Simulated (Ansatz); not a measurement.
Working through a convergence test of the k-point mesh of CdO2, space group P-3m1

With the Ansatz DFT code, driven from Python.

The cells in order, each with its output:

In [1]:
```python
import ansatz as az
import pandas as pd
```

In [2]:
```python
xtal = (
    az.Lattice.from_parameters(3.47622958, 3.47622958, 4.148076, alpha=90, beta=90, gamma=120)
    .space_group(164)
    .atom("Cd", (0.0, 0.0, 0.0))
    .atom("O", (2 / 3, 1 / 3, 0.755781))
)
```

In [3]:
```python
calc = (
    xtal.calculation()
    .functional("pbesol")
    .occupations("Fermi-Dirac", width=0.1)
    .forces()
    .stress()
)

rows = []
for value in [(3, 3, 2), (3, 3, 3), (5, 5, 4), (6, 6, 4), (7, 7, 6), (9, 9, 7)]:
    data = calc.kpoints(mesh=value).run(threads=1).report
    rows.append((value, data["free_energy_ev"] / len(data["lattice"]["sites"]), data["n_iterations"], sum(data["stress_gpa"][i][i] for i in range(3)) / 3, max(abs(f) for row in data["forces_ev_ang"] for f in row), data["n_kpoints"]))
```
```text
DeckWarning: basis.ecutwfc = 420 eV, auto-derived from the records' recommended cutoffs: set by Cd (normal level)
```

In [4]:
```python
table = pd.DataFrame(rows, columns=["mesh", "F/atom (eV)", "iterations", "P (GPa)", "max component (eV/A)", "k-points"])
table.round(5)
```
Out [4]:
```text
        mesh  F/atom (eV)  iterations   P (GPa)  max component (eV/A)  k-points
0  (3, 3, 2)  -3100.14404           8 -10.68047               0.39289         6
1  (3, 3, 3)  -3100.14011           8 -10.35934               0.34731         7
2  (5, 5, 4)  -3100.13933           8 -10.35790               0.32567        17
3  (6, 6, 4)  -3100.13656           8 -10.21141               0.33419        24
4  (7, 7, 6)  -3100.13571           8 -10.21520               0.34490        40
5  (9, 9, 7)  -3100.13602           8 -10.23296               0.34742        69
```

In [5]:
```python
for row in rows[:-1]:
    shift = 1000 * (row[1] - rows[-1][1])
    print(f"{row[0]}: {shift:+.2f} meV/atom" + ("  (within 1 meV)" if abs(shift) < 1 else ""))
```
```text
(3, 3, 2): -8.01 meV/atom
(3, 3, 3): -4.09 meV/atom
(5, 5, 4): -3.31 meV/atom
(6, 6, 4): -0.54 meV/atom  (within 1 meV)
(7, 7, 6): +0.31 meV/atom  (within 1 meV)
```

From 6×6×4 on it stays within 1 meV an atom of the value at 9×9×7; the first row (3×3×2) is off by 8.0 meV and the last but one by 0.31 meV. This holds for F at a smearing of 0.1 eV; a narrower one needs a denser mesh. The pressure moves from -10.68 to -10.23 GPa.

Reading the output:
- Pressure is positive in compression.
- At these settings the cell as given stands under about -10 GPa, so it isn't at this functional's equilibrium volume.
- This cell is a computed structure, which may not be the phase found in nature.
- Warnings are shown shortened and without file and line.
- Shifts are counted from the finest mesh, which is itself no proven limit.
- Timing: 9.6 s on 1 thread of Arm Neoverse V1, with other jobs on the host, peak memory 0.44 GiB.

(Lines on the test bed's own set-up are left out of the output.)
